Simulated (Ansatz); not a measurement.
## Cl2Si, SMILES Cl[Si]Cl: the interaction energy of a dimer with the counterpoise correction, step by step

Computed with Ansatz 0.2.0, Python API.

The cells in order, each with its output:

**Cell 1**
```python
import ansatz as az
```

**Cell 2**
```python
FIRST = [
    ("Cl", (0.2102, 1.7581, 0.3094)),
    ("Si", (-0.6205, -0.0084, -0.3401)),
    ("Cl", (0.4104, -1.7496, 0.0307)),
]
SECOND = [
    ("Cl", (-1.8444, -5.0175, -2.2615)),
    ("Si", (0.0325, -4.8773, -1.4307)),
    ("Cl", (0.1787, -4.8814, 0.6213)),
]
```

**Cell 3**
```python
def energy(atoms, ghosts=()):
    molecule = az.Crystal.molecule()
    for symbol, xyz in atoms:
        molecule = molecule.atom(symbol, xyz)
    calc = (
        molecule.calculation()
        .basis(gaussian="def2-SVP")
        .functional("hf")
    )
    deck = calc.input()
    if ghosts:
        deck = deck.set(az.key.basis.gaussian.ghost_atoms, [{"symbol": s, "position_ang": list(xyz)} for s, xyz in ghosts])
    return az.Session.from_dict(deck).plan().execute().report["free_energy_ev"]

# monomers in their own basis and in the basis of the dimer
both = energy(FIRST + SECOND)
alone = energy(FIRST) + energy(SECOND)
ghosted = energy(FIRST, SECOND) + energy(SECOND, FIRST)
print(f"dimer {both:.6f} eV")
print(f"interaction, uncorrected   {(both - alone):8.3f} eV")
print(f"interaction, counterpoise  {(both - ghosted):8.3f} eV")
print(f"basis-set superposition    {(alone - ghosted):8.3f} eV")
```
Output:
```text
dimer -65720.982548 eV
interaction, uncorrected      0.108 eV
interaction, counterpoise     0.165 eV
basis-set superposition       0.057 eV
```

Uncorrected it is 0.108 eV, with the counterpoise correction 0.165 eV; the difference, 0.06 eV, is the superposition error. In this basis both values are repulsive.

What to keep in mind:
- Total energies depend on the basis set; only differences at equal settings carry meaning.
- The dimer is a generated trial pose of unrelaxed monomers, not a minimum, so the figure is no binding energy, and the basis set is small.
- Hartree-Fock leaves correlation out, so bond, atomisation and ionisation energies come out well too low.
- This level lacks the dispersion part of the attraction (electrostatics and induction are there), which can decide the sign where the interaction is weak.
- Hardware and time: 4.2 s on 1 thread of Arm Neoverse V2, with other jobs on the host, peak memory 0.31 GiB.
